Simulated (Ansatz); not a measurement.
Born–Oppenheimer molecular dynamics of a periodic cell of 16 atoms, WC (surface WC(100)). It starts from a relaxed structure.

Theory: Ansatz, DFT LDA, scalar-relativistic, plane waves, PAW. Settings: accuracy low, PAW set soft_1, cutoff 420 eV, k mesh 2x2x1, fermi-dirac smearing 0.05 eV, no spin polarisation.

* ensemble: NVT, Nosé–Hoover chain
* time step: 1.5 fs
* steps asked: 130
* set temperature: 750 K
* thermostat: time constant 50 fs, chain length 1
* atoms held: 1, 5, 9, 13
* seed: 189887

First frame:

```xyz
16
Lattice="5.6779 0.0000 0.0000 0.0000 5.5768 0.0000 0.0000 0.0000 15.0977" Properties=species:S:1:pos:R:3
W 0.000 0.000 1.000
C 0.000 1.394 2.510
W 1.419 0.000 3.488
C 1.419 1.394 4.846
W 0.000 2.788 1.000
C 0.000 4.183 2.510
W 1.419 2.788 3.488
C 1.419 4.183 4.846
W 2.839 0.000 1.000
C 2.839 1.394 2.510
W 4.258 0.000 3.488
C 4.258 1.394 4.846
W 2.839 2.788 1.000
C 2.839 4.183 2.510
W 4.258 2.788 3.488
C 4.258 4.183 4.846
```

(1) What does the run give?

(2) What happens to the structure?

(3) How do temperature and energy run in time?

## Answers

(1) The run went to its last step.

- steps done: 130
- time covered: 195 fs
- mean temperature over the second half: 342 K
- spread of the potential energy over the second half: 24.3 meV per atom
- mean potential energy of the second half above the start: -513.7 meV per atom

The conserved energy wandered by up to 16.0 meV per atom (net -11.7 meV per atom), which is poor conservation. The mean temperature of the second half is 54 % below the set value. A run of 0.2 ps of so small a system gives no equilibrium averages. Limits of this set-up: coarse k mesh, thin slab, slab without dipole correction, PAW files made for another functional, low accuracy level.

(2) Mean squared displacements from the first frame to the last: W 0.00 Å², C 0.54 Å². The details hang on the random start.

(3) 
| time (fs) | T (K) | potential energy less start (eV) | conserved less start (meV/atom) |
| --- | --- | --- | --- |
| 0 | 750 | 0.000 | 0.00 |
| 15 | 561 | 0.308 | 0.31 |
| 30 | 2968 | -3.504 | -1.45 |
| 45 | 2416 | -3.822 | -0.67 |
| 60 | 758 | -2.739 | -3.02 |
| 75 | 1562 | -5.700 | -9.81 |
| 90 | 310 | -5.348 | -6.93 |
| 105 | 756 | -7.447 | -9.10 |
| 120 | 312 | -7.670 | -10.29 |
| 135 | 348 | -8.253 | -11.14 |
| 150 | 323 | -8.576 | -11.60 |
| 165 | 85 | -8.388 | -11.07 |
| 180 | 117 | -8.548 | -11.40 |
| 195 | 147 | -8.674 | -11.72 |

The run took 16 min on 1 thread of Arm Neoverse V2 (shared host), peak memory 0.69 GiB.
